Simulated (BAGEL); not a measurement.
**C2H4NOSi− (SMILES N#CCO[SiH2-]) at B3LYP/6-31G(d) (density fitting with qzvpp-jkfit, spherical functions)**

What is the energy change on altering one bond length of C2H4NOSi− at B3LYP/6-31G* (density fitting with qzvpp-jkfit, spherical functions)? 

The results are computed with BAGEL 1.2.2.

3 further runs of the same task are left out: 3 set aside as unsound or not needed. Runs told in other sessions of the task aren't counted.

**1. The structure to begin with**

C2H4NOSi− has 9 atoms, charge -1, and is taken as a singlet. As SMILES, `N#CCO[SiH2-]`. The shape is that of a GFN2-xTB optimisation. This is one conformer, not always the lowest.

Bond lengths: N1–C2 1.152 Å, C2–C3 1.443 Å, C3–O4 1.348 Å, O4–Si5 1.756 Å, C3–H6 1.121 Å, C3–H7 1.116 Å, Si5–H8 1.520 Å, Si5–H9 1.489 Å. Some angles: N1–C2–C3 178.6°, C2–C3–O4 111.6°, C3–O4–Si5 111.4°, C2–C3–H6 109.4°, C2–C3–H7 107.3°, O4–C3–H6 110.7°, O4–C3–H7 112.3°, O4–Si5–H8 99.2°, O4–Si5–H9 94.5°, H6–C3–H7 105.3°.

**2. A single-point energy at B3LYP/6-31G(d) (density fitting with qzvpp-jkfit, spherical functions)**

Input file dft.json:

```json
{ "bagel" : [

{
  "title" : "molecule",
  "basis" : "6-31gs.json",
  "df_basis" : "qzvpp-jkfit",
  "angstrom" : true,
  "geometry" : [
    { "atom" : "N", "xyz" : [    1.685550,    1.116750,   -2.385770 ] },
    { "atom" : "C", "xyz" : [    1.208260,    0.800680,   -1.386450 ] },
    { "atom" : "C", "xyz" : [    0.584750,    0.387910,   -0.152700 ] },
    { "atom" : "O", "xyz" : [   -0.662170,   -0.082410,   -0.358590 ] },
    { "atom" : "Si", "xyz" : [   -1.488210,   -0.395780,    1.159300 ] },
    { "atom" : "H", "xyz" : [    0.570670,    1.250250,    0.563750 ] },
    { "atom" : "H", "xyz" : [    1.251640,   -0.373300,    0.316790 ] },
    { "atom" : "H", "xyz" : [   -0.584400,   -1.489190,    1.705210 ] },
    { "atom" : "H", "xyz" : [   -2.566100,   -1.214910,    0.538450 ] }
  ]
},
{ "title" : "ks", "xc_func" : "b3lyp", "charge" : -1 },
{ "title" : "print", "file" : "orbitals.molden", "orbitals" : true }

]}
```

The basis set 6-31G* is read from a file made from the Basis Set Exchange's data (not shown).

Started as:

```sh
$ BAGEL_NUM_THREADS=1 BAGEL dft.json > dft.out
```

Log:

```text
* using 1 threads per process

  ===============================================================
  ===============================================================

  *** Geometry ***

  { "atom" : "N", "xyz" : [      3.185228,      2.110352,     -4.508452 ] },
  { "atom" : "C", "xyz" : [      2.283280,      1.513066,     -2.620011 ] },
  { "atom" : "C", "xyz" : [      1.105017,      0.733044,     -0.288561 ] },
  { "atom" : "O", "xyz" : [     -1.251320,     -0.155732,     -0.677637 ] },
  { "atom" : "Si", "xyz" : [     -2.812309,     -0.747916,      2.190759 ] },
  { "atom" : "H", "xyz" : [      1.078410,      2.362630,      1.065333 ] },
  { "atom" : "H", "xyz" : [      2.365257,     -0.705435,      0.598646 ] },
  { "atom" : "H", "xyz" : [     -1.104356,     -2.814161,      3.222380 ] },
  { "atom" : "H", "xyz" : [     -4.849226,     -2.295847,      1.017523 ] },

  Number of auxiliary basis functions:      504

  Since a DF basis is specified, we compute 2- and 3-index integrals:
    o Being stored without compression. Storage requirement is 0.027 GB

  Number of basis functions:       82
  Number of electrons      :       45

    * METHOD: MOLECULE                             0.27

  *** Kohn-Sham DFT ***

    * Removing 16539 points whose weight is below 1.00e-10
    * Grid points: 117615

  === Nuclear Repulsion ===
   192.4038680121

       - DIIS with orbital gradients will be used.

  === KS iteration (b3lyp / 6-31gs.json) ===
      0       -460.59072615          0.16214246           0.37
      1       -431.21571069          0.19864183           0.36
      2       -421.06481304          0.21430886           0.35
      3       -483.17363811          0.14061846           0.36
      4       -494.05360377          0.08613084           0.35
      5       -497.78274194          0.02422142           0.35
      6       -497.99964547          0.01274619           0.36
      7       -498.04552078          0.00755180           0.36
      8       -498.06729694          0.00337795           0.36
      9       -498.07107668          0.00144765           0.36
     10       -498.07197876          0.00019542           0.36
     11       -498.07199449          0.00003371           0.36
     12       -498.07199503          0.00001136           0.36
     13       -498.07199507          0.00000662           0.36
     14       -498.07199510          0.00000226           0.36
     15       -498.07199510          0.00000028           0.36
     16       -498.07199510          0.00000007           0.36
     17       -498.07199510          0.00000003           0.36
     18       -498.07199510          0.00000002           0.36
     19       -498.07199510          0.00000001           0.36
    * SCF iteration converged.

    * Permanent dipole moment:
           (   -1.358406,    -0.191335,     0.497586) a.u.

    * METHOD: KS                                   7.80

    * METHOD: PRINT                                0.02

  ===============================================================
```

It took 8.4 s on 1 thread of Arm Neoverse V1, shared host; peak memory 0.46 GiB.

**3. The distorted shape at the same level**

Input file input.json:

```json
{ "bagel" : [

{
  "title" : "molecule",
  "basis" : "6-31gs.json",
  "df_basis" : "qzvpp-jkfit",
  "angstrom" : true,
  "geometry" : [
    { "atom" : "N", "xyz" : [       1.997306,       1.323136,      -3.002647 ] },
    { "atom" : "C", "xyz" : [       1.520016,       1.007066,      -2.003327 ] },
    { "atom" : "C", "xyz" : [       0.584750,       0.387910,      -0.152700 ] },
    { "atom" : "O", "xyz" : [      -0.662170,      -0.082410,      -0.358590 ] },
    { "atom" : "Si", "xyz" : [      -1.488210,      -0.395780,       1.159300 ] },
    { "atom" : "H", "xyz" : [       0.570670,       1.250250,       0.563750 ] },
    { "atom" : "H", "xyz" : [       1.251640,      -0.373300,       0.316790 ] },
    { "atom" : "H", "xyz" : [      -0.584400,      -1.489190,       1.705210 ] },
    { "atom" : "H", "xyz" : [      -2.566100,      -1.214910,       0.538450 ] }
  ]
},

{ "title" : "ks", "xc_func" : "b3lyp", "charge" : -1 },

{ "title" : "print", "file" : "orbitals.molden", "orbitals" : true }

]}
```

The basis set 6-31G* is read from a file made from the Basis Set Exchange's data (not shown).

Started as:

```sh
$ BAGEL_NUM_THREADS=1 BAGEL input.json > input.out
```

Log:

```text
* using 1 threads per process

  ===============================================================
  ===============================================================

  *** Geometry ***

  { "atom" : "N", "xyz" : [      3.774361,      2.500365,     -5.674180 ] },
  { "atom" : "C", "xyz" : [      2.872414,      1.903079,     -3.785739 ] },
  { "atom" : "C", "xyz" : [      1.105017,      0.733044,     -0.288561 ] },
  { "atom" : "O", "xyz" : [     -1.251320,     -0.155732,     -0.677637 ] },
  { "atom" : "Si", "xyz" : [     -2.812309,     -0.747916,      2.190759 ] },
  { "atom" : "H", "xyz" : [      1.078410,      2.362630,      1.065333 ] },
  { "atom" : "H", "xyz" : [      2.365257,     -0.705435,      0.598646 ] },
  { "atom" : "H", "xyz" : [     -1.104356,     -2.814161,      3.222380 ] },
  { "atom" : "H", "xyz" : [     -4.849226,     -2.295847,      1.017523 ] },

  Number of auxiliary basis functions:      504

  Since a DF basis is specified, we compute 2- and 3-index integrals:
    o Being stored without compression. Storage requirement is 0.027 GB

  Number of basis functions:       82
  Number of electrons      :       45

    * METHOD: MOLECULE                             0.27

  *** Kohn-Sham DFT ***

    * Removing 15475 points whose weight is below 1.00e-10
    * Grid points: 118679

  === Nuclear Repulsion ===
   177.7972012415

       - DIIS with orbital gradients will be used.

  === KS iteration (b3lyp / 6-31gs.json) ===
      0       -446.23857991          0.15327678           0.40
      1       -293.98111466          0.16088645           0.38
      2       -331.84100432          0.18670741           0.38
      3       -460.83083249          0.10706756           0.38
      4       -480.23276906          0.13480676           0.38
      5       -487.78309299          0.09299107           0.38
      6       -485.59179523          0.11823359           0.37
      7       -474.75879789          0.16355589           0.38
      8       -487.02535711          0.10854029           0.37
      9       -463.40614955          0.10497692           0.37
     10       -488.46413043          0.09841746           0.37
     11       -485.46876557          0.09730712           0.37
     12       -490.73344085          0.07510734           0.37
     13       -495.07840185          0.05866025           0.37
     14       -491.81615054          0.07254773           0.37
     15       -465.88945647          0.09974167           0.37
     16       -490.73457669          0.06527996           0.37
     17       -495.10613754          0.05424434           0.37
     18       -495.37654703          0.04872062           0.37
     19       -495.44852712          0.05033193           0.37
     20       -495.69553480          0.03991128           0.37
     21       -488.17198403          0.06914253           0.37
     22       -497.77832454          0.02203817           0.37
     23       -497.80950619          0.02079481           0.37
     24       -497.99947893          0.00106384           0.37
     25       -498.00006100          0.00072140           0.37
     26       -498.00032981          0.00018098           0.37
     27       -498.00034453          0.00013633           0.37
     28       -498.00035750          0.00003992           0.37
     29       -498.00036011          0.00001279           0.37
     30       -498.00036042          0.00002198           0.37
     31       -498.00036061          0.00000245           0.37
     32       -498.00036062          0.00000199           0.37
     33       -498.00036062          0.00000067           0.37
     34       -498.00036062          0.00000046           0.37
     35       -498.00036062          0.00000015           0.37
     36       -498.00036062          0.00000005           0.37
     37       -498.00036062          0.00000004           0.37
     38       -498.00036062          0.00000003           0.37
     39       -498.00036062          0.00000001           0.37
     40       -498.00036062          0.00000001           0.37
    * SCF iteration converged.

    * Permanent dipole moment:
           (   -0.802828,     0.134143,    -0.137643) a.u.

    * METHOD: KS                                  15.92

    * METHOD: PRINT                                0.02

  ===============================================================
```

Wall time 17 s (1 thread of Arm Neoverse V1, shared host); peak memory 0.47 GiB.

**4. Results**

At B3LYP/6-31G* (density fitting with qzvpp-jkfit, spherical functions):

```
                                                              quantity          value
                                             first shape: total energy  -498.07200 Eh
                                              first shape: HOMO energy        0.50 eV
                                              first shape: LUMO energy        4.39 eV
    first shape: HOMO–LUMO gap (to an unbound level, set by the basis)        3.89 eV
                                         distorted shape: total energy  -498.00036 Eh
                                          distorted shape: HOMO energy        0.00 eV
                                          distorted shape: LUMO energy        2.27 eV
distorted shape: HOMO–LUMO gap (to an unbound level, set by the basis)        2.27 eV
     energy change with the C2–C3 bond stretched from 1.443 to 2.164 Å       1.949 eV
```

In words: With the C2–C3 bond stretched from 1.443 to 2.164 Å the energy rises by 1.95 eV (188 kJ/mol). The first shape isn't relaxed at this level, so the change isn't measured from a minimum. The HOMO (first shape) lies at positive energy, 0.50 eV, from the functional's self-interaction, a short basis or an electron that isn't bound; only total energies against the neutral tell. The HOMO (distorted shape) lies at positive energy, 0.00 eV, from the functional's self-interaction, a short basis or an electron that isn't bound; only total energies against the neutral tell.
